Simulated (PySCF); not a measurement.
# C5H7AlN2O: the cost of one run

Programs: PySCF 2.14.0, with routines of our own; each step states its level. All values are computed. Atoms count from 0.

## Step 1: The starting structure

16 atoms, charge 0, multiplicity 1; geometry from: GFN2-xTB.

## Step 2: Excited states: TDA B3LYP/def2-SVP

What the job is given:

```
{"job": {"kind": "states", "xc": "B3LYP", "basis": "def2-SVP", "tda": true, "soc": true, "nstates": 5, "ntriplets": 6, "nquad": 4}, "charge": 0, "multiplicity": 1}
N      1.220301     1.656810     3.209916
C      1.286547     1.168471     2.173085
C      1.353481     0.569431     0.908066
C      2.537773     0.325027     0.150604
C      2.130833    -0.269063    -0.998613
O      0.798733    -0.402416    -0.996911
C      0.271607     0.111047     0.180604
Al    -1.136550    -0.606751    -1.023204
N     -2.773117    -0.202853     0.138101
H      3.540292     0.566600     0.443657
H      2.680682    -0.623271    -1.850278
H     -1.488278     0.264534    -2.269673
H     -1.247205    -2.161245    -1.105720
H     -2.716840    -0.684418     1.034169
H     -3.623524    -0.499241    -0.331206
H     -2.842333     0.796281     0.325993
```

Method: TDA B3LYP/def2-SVP excited states, vertical, gas phase, spin-orbit mean-field couplings.

The run is started by

```sh
> OMP_NUM_THREADS=1 python excited_run.py task.json out
```

The driver reads the jobs from task.json and runs them one after another.

Q: Estimate the wall time and peak memory of this first job on 1 thread of Arm Neoverse V2, shared host.

About 33 s, with a peak of 0.72 GiB.
